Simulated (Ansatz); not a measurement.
# PBE/def2-SVP (core potential) run of CH6SiTe (SMILES C[SiH2][TeH])

Aim: the electronic atomisation energy of CH6SiTe at PBE/def2-SVP (core potential), from 5 runs. 

The calculation is run with Ansatz 0.2.0.

55 further runs of the same task are left out: 55 set aside as unsound or not needed. Runs told in other sessions of the task aren't counted.

### Step 1. Starting point

CH6SiTe: 9 atoms, total charge 0, spin state singlet. SMILES: `C[SiH2][TeH]`. The shape is that of a PBE0-D4/def2-TZVP optimisation. This is one conformer, not always the lowest.

Bond lengths: C1–Si2 1.867 Å, Si2–Te3 2.500 Å, C1–H4 1.094 Å, C1–H5 1.091 Å, C1–H6 1.092 Å, Si2–H7 1.487 Å, Si2–H8 1.486 Å, Te3–H9 1.658 Å. Some angles: C1–Si2–Te3 112.6°, C1–Si2–H7 111.4°, C1–Si2–H8 110.5°, Te3–Si2–H7 103.6°, Te3–Si2–H8 109.7°, Si2–C1–H4 110.3°, Si2–C1–H5 110.6°, Si2–C1–H6 110.6°, Si2–Te3–H9 91.7°, H7–Si2–H8 108.9°.

### Step 2. The energy at PBE/def2-SVP (core potential)

Input file molecule.yaml:

```yaml
crystal:
  periodic: [false, false, false]
  atoms:
    - symbol: C
      position_ang: [-0.793600, 0.726300, -0.609100]
    - symbol: Si
      position_ang: [0.377700, -0.686600, -0.266400]
    - symbol: Te
      position_ang: [1.980400, -0.179800, 1.584400]
    - symbol: H
      position_ang: [-1.456300, 0.475200, -1.442000]
    - symbol: H
      position_ang: [-0.240000, 1.632000, -0.862400]
    - symbol: H
      position_ang: [-1.409800, 0.936300, 0.267700]
    - symbol: H
      position_ang: [1.262200, -0.952200, -1.431600]
    - symbol: H
      position_ang: [-0.380500, -1.924300, 0.053300]
    - symbol: H
      position_ang: [0.748200, -0.073200, 2.689000]
basis:
  gaussian: {orbitals: def2-SVP}
hamiltonian: {xc: {name: PBE}}
accuracy: high
output: {orbitals: {seedname: orbitals}}
```

Command:

```sh
ansatz run molecule.yaml --threads 1 --pin off --max-ram 2610MiB --events-out events.jsonl --progress --plain --runs-dir runs
```

Standard output:

```text
Warning: RAYON_NUM_THREADS=1 ignored (pool sized by the plan → 1); use --threads N
Functional definition: PBE
  name "PBE"
  parameter kappa = 0.804
  parameter beta = 0.06672455060314922
  exchange = pbe_x(kappa = kappa, mu = beta*pi^2/3)
  correlation = pbe_c(beta = beta)
2131 factors; integrals over basis functions are off by at most 3.5e-9 eV
mean field evaluation 1: about -16289.9964 eV, gradient 5.1e1 eV
mean field evaluation 2: about -16279.4268 eV, gradient 7.4e1 eV
mean field evaluation 4: about -16296.6967 eV, gradient 4.1e0 eV
mean field evaluation 8: about -16296.7423 eV, gradient 5.1e-2 eV
mean field evaluation 16: about -16296.7424 eV, gradient 3.5e-5 eV
mean field -16296.74235067 eV, -598.8942350585 hartree, gradient 4.2e-8 eV, S^2 0.000000; 0 other end points of the search recorded, 0 dependent functions left out
reference -16296.74235401 eV, -598.8942351812 hartree; 25, 25 occupied and 63, 63 virtual orbitals, 2131 factors
Total energy: -16296.74235401 eV, -598.8942351812 hartree
```

Wall time 7.5 s (1 thread of Arm Neoverse V1, shared host); peak memory 0.24 GiB.

### Step 3. The C atom

Input file input.yaml:

```yaml
crystal:
  periodic: [false, false, false]
  atoms:
    - {symbol: C, position_ang: [0.000000, 0.000000, 0.000000]}
basis:
  gaussian:
    orbitals: def2-SVP
magnetization:
  spin_polarized: true
  initial_magnetization: 2
hamiltonian:
  xc: pbe
accuracy: high
```

Run the same way, it converges to -37.75124 Eh (log not shown).

### Step 4. The H atom

Input file molecule.yaml:

```yaml
crystal:
  periodic: [false, false, false]
  atoms:
    - {symbol: H, position_ang: [0.000000, 0.000000, 0.000000]}
basis:
  gaussian:
    orbitals: def2-SVP
magnetization:
  spin_polarized: true
  initial_magnetization: 1
hamiltonian:
  xc: {name: PBE}
accuracy: high
```

Run the same way, it converges to -0.49863 Eh (log not shown).

### Step 5. The Si atom

Input file run.yaml:

```yaml
crystal:
  periodic: [false, false, false]
  atoms:
    - {symbol: Si, position_ang: [0.000000, 0.000000, 0.000000]}
basis:
  gaussian:
    orbitals: def2-SVP
magnetization:
  spin_polarized: true
  initial_magnetization: 2
hamiltonian:
  xc: pbe
accuracy: high
```

Run the same way, it converges to -289.12416 Eh (log not shown).

### Step 6. The Te atom, same level

Input file input.yaml:

```yaml
crystal:
  periodic: [false, false, false]
  atoms:
    - {symbol: Te, position_ang: [0.000000, 0.000000, 0.000000]}
basis:
  gaussian: {orbitals: def2-SVP}
magnetization: {spin_polarized: true, initial_magnetization: 2}
hamiltonian: {xc: {name: PBE}}
accuracy: high
```

Command:

```sh
ansatz run input.yaml --threads 1 --pin off --max-ram 2610MiB --events-out events.jsonl --progress --plain --runs-dir runs
```

Standard output:

```text
Warning: RAYON_NUM_THREADS=1 ignored (pool sized by the plan → 1); use --threads N
Functional definition: PBE
  name "PBE"
  parameter kappa = 0.804
  parameter beta = 0.06672455060314922
  exchange = pbe_x(kappa = kappa, mu = beta*pi^2/3)
  correlation = pbe_c(beta = beta)
232 factors; integrals over basis functions are off by at most 1.6e-9 eV
mean field evaluation 1: about -7291.5916 eV, gradient 2.7e0 eV
mean field evaluation 2: about -7291.5580 eV, gradient 3.4e0 eV
mean field evaluation 4: about -7291.6494 eV, gradient 8.8e-1 eV
mean field evaluation 8: about -7291.6565 eV, gradient 2.0e-3 eV
mean field evaluation 16: about -7291.6565 eV, gradient 7.6e-7 eV
mean field evaluation 32: about -7291.6565 eV, gradient 4.7e-2 eV
mean field -7291.65645885 eV, -267.9634324003 hartree, gradient 5.2e-8 eV, S^2 2.001414; 3 other end points of the search recorded, 0 dependent functions left out
reference -7291.65646053 eV, -267.9634324622 hartree; 13, 11 occupied and 13, 15 virtual orbitals, 232 factors
Total energy: -7291.65646053 eV, -267.9634324622 hartree
```

Run time: 2.6 s. Hardware: 1 thread of Arm Neoverse V1, shared host.

### Step 7. Outcome

At PBE/def2-SVP (core potential):

| quantity | value |
| --- | --- |
| molecule: total energy | -598.89424 Eh |
| molecule: HOMO energy | -5.23 eV |
| molecule: LUMO energy | -1.12 eV |
| molecule: HOMO–LUMO gap | 4.12 eV |
| C atom: total energy | -37.75124 Eh |
| C atom: ⟨S²⟩ | 2.002 |
| H atom: total energy | -0.49863 Eh |
| H atom: ⟨S²⟩ | 0.750 |
| Si atom: total energy | -289.12416 Eh |
| Si atom: ⟨S²⟩ | 2.003 |
| Te atom: total energy | -267.96343 Eh |
| Te atom: ⟨S²⟩ | 2.001 |
| electronic atomisation energy | 28.943 eV |

Taking the molecule apart into free atoms costs 28.94 eV (2793 kJ/mol), before zero-point energy and without spin-orbit coupling.
